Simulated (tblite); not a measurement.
# C7H13OP: the cost of one run

Computed with tblite 0.8.0 and PySCF 2.14.0, with density-fitted response routines of our own, on a single molecule in the gas phase. Atoms count from 0, in the outputs and in this text.

## Step 1: Starting geometry

22 atoms, charge 0, multiplicity 1; geometry from: force field or distance geometry start.

Bonds of the start (Å): C0–P1 1.71, P1–C2 1.74, P1–C3 1.71, C3–C4 1.34, C4–O5 1.36, O5–C6 1.42, C4–C7 1.52, C7–C8 1.54, C8–P1 1.76, C0–H9 1.11, C0–H10 1.09, C2–H11 1.09, C2–H12 1.11, C2–H13 1.09, C3–H14 1.08, C6–H15 1.09, C6–H16 1.09, C6–H17 1.10, C7–H18 1.09, C7–H19 1.09, C8–H20 1.10, C8–H21 1.10.

## Step 2: Geometry optimisation with GFN2-xTB

What the job is given:

```
{"job": {"kind": "relax", "xc": "GFN2-xTB", "basis": "xTB"}, "charge": 0, "multiplicity": 1}
C     -1.813400    -0.819000    -1.543900
P     -1.171500    -0.386300    -0.015000
C     -2.174100    -1.096000     1.213700
C      0.519600    -0.630100     0.108600
C      1.185600     0.517500    -0.065900
O      2.531400     0.740800    -0.055500
C      3.369400    -0.381400     0.194900
C      0.335800     1.743400    -0.358200
C     -1.126600     1.374100    -0.031600
H     -2.890800    -0.665100    -1.770700
H     -1.197200    -1.252000    -2.337100
H     -2.162200    -2.188900     1.176000
H     -3.231200    -0.781400     1.101400
H     -1.865200    -0.792000     2.211800
H      0.992600    -1.576900     0.326100
H      4.406000    -0.044100     0.193500
H      3.249200    -1.139900    -0.578400
H      3.166700    -0.812500     1.188700
H      0.422800     1.999400    -1.417500
H      0.654800     2.604700     0.234300
H     -1.384000     1.770300     0.966500
H     -1.828300     1.834800    -0.742500
```

The run is started by

```
> OMP_NUM_THREADS=1 python probes_run.py task.json out
```

The driver reads the jobs from task.json and runs them one after another.

Q: Estimate the wall time of this first job on 1 thread of Arm Neoverse V1, shared host.

About 1.7 s.
